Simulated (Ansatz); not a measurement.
# AlFH4NOP: rigid torsion scan, by script

A script is to give a rigid torsion scan; the system is AlFH4NOP. SMILES: [NH2][Al]([F])[PH]O.

Program: Ansatz 0.2.0, driven from Python. Level of theory: B3LYP/def2-SVP. These are calculated values, not measurements.

**1. The system**

Bond lengths: N1–Al2 1.893 Å, Al2–F3 1.777 Å, Al2–P4 2.263 Å, P4–O5 1.759 Å, N1–H6 1.102 Å, N1–H7 1.017 Å, P4–H8 1.453 Å, O5–H9 0.966 Å. Angles: N1–Al2–F3 119.1°, N1–Al2–P4 121.1°, F3–Al2–P4 119.7°, Al2–N1–H6 106.3°, Al2–N1–H7 111.1°, H6–N1–H7 107.5°, Al2–P4–O5 95.4°, Al2–P4–H8 94.3°, O5–P4–H8 92.9°, P4–O5–H9 107.1°.

No structure file is read: the coordinates are typed or built in the script.

**2. The script**

alfh4nop.py

```python
# -*- coding: utf-8 -*-
"""Energy of AlFH4NOP as one group turns about a bond."""

from dataclasses import dataclass
import logging
import sys

import ansatz
from ase import Atoms

logging.basicConfig(stream=sys.stdout, format="%(levelname)s:%(name)s:%(message)s")
log = logging.getLogger("ansatz_job")
log.setLevel(logging.INFO)


@dataclass
class Options:
    basis: str = "def2-SVP"
    functional: str = "B3LYP"
    force_tol: float = 0.02


opts = Options()

atoms = Atoms(["N", "Al", "F", "P", "O", "H", "H", "H", "H"], positions=[
    [1.5701, 1.2171, -0.1984],
    [0.7254, -0.3559, 0.4316],
    [1.4584, -1.25, 1.7804],
    [-1.1632, -1.1384, -0.5399],
    [-2.2165, 0.1109, 0.1122],
    [0.9413, 1.5976, -1.0189],
    [2.4871, 1.0093, -0.5865],
    [-1.4666, -2.0613, 0.5409],
    [-2.2475, 0.8244, -0.5385],
])

# start the scan from a relaxed geometry
first = (
    ansatz.Crystal.molecule_from_ase(atoms).calculation()
    .basis(gaussian=opts.basis)
    .functional(opts.functional)
    .relax(force_tolerance=opts.force_tol, max_steps=80)
)
atoms.positions = first.run(threads=1, backend="cpu").report["positions_ang"]

start = atoms.get_dihedral(2, 1, 0, 5)
energies = {}
for turn in range(0, 360, 30):
    turned = atoms.copy()
    turned.set_dihedral(2, 1, 0, 5, start + turn, indices=[0, 5, 6])
    calculation = (
        ansatz.Crystal.molecule_from_ase(turned).calculation()
        .basis(gaussian=opts.basis)
        .functional(opts.functional)
    )
    energies[round((start + turn) % 360)] = calculation.run(threads=1, backend="cpu").report["free_energy_ev"]
floor = min(energies.values())
log.info("dihedral F2-Al1-N0-H5 (deg)   E - E(min) (eV)")
for angle, e in sorted(energies.items()):
    log.info(f"{angle:8d} {(e - floor):14.3f}  " + "#" * int(30 * (e - floor) / max(max(energies.values()) - floor, 1e-9)))
```

**3. The calls as engine input**

The package turns the script's settings into the engine's input (first run):

```yaml
crystal:
  periodic: [false, false, false]
  atoms:
    - { symbol: "N", position_ang: [1.5701, 1.2171, -0.1984] }
    - { symbol: Al, position_ang: [0.7254, -0.3559, 0.4316] }
    - { symbol: F, position_ang: [1.4584, -1.25, 1.7804] }
    - { symbol: P, position_ang: [-1.1632, -1.1384, -0.5399] }
    - { symbol: O, position_ang: [-2.2165, 0.1109, 0.1122] }
    - { symbol: H, position_ang: [0.9413, 1.5976, -1.0189] }
    - { symbol: H, position_ang: [2.4871, 1.0093, -0.5865] }
    - { symbol: H, position_ang: [-1.4666, -2.0613, 0.5409] }
    - { symbol: H, position_ang: [-2.2475, 0.8244, -0.5385] }
basis:
  gaussian:
    orbitals: def2-SVP
hamiltonian:
  xc: b3lyp
relax:
  f_tol: 0.02
  max_steps: 80
```

**4. The run**

Command:

```bash
$ python alfh4nop.py
```

**Question.** What results will this script give? Wanted: range of energy; lowest point, turn.

**Answer**, as computed:

| quantity | value |
| --- | --- |
| runs compared | 12 |
| range of energy | 0.393 eV |
| lowest point, turn (°) | 0 |

**Reading.** The lowest point lies at a turn of 0°, the highest 0.393 eV (37.9 kJ/mol) above it at 90°. The grid can miss the true lowest and highest points, and the rest of the molecule is held rigid. Run 0: After 13 moves the largest shift is 1.019 Å, of atom 3 (F). So large a move can change the bonding: the results belong to the relaxed structure. The scan is rigid and the energies are electronic, in a modest basis. With rigid groups the curve can differ much from the relaxed path, the start wasn't checked as a minimum of this torsion, and equivalent turns needn't return to the same energy. b3lyp holds the VWN-RPA fit, as in Gaussian; the form of ORCA and Turbomole is b3lyp5.
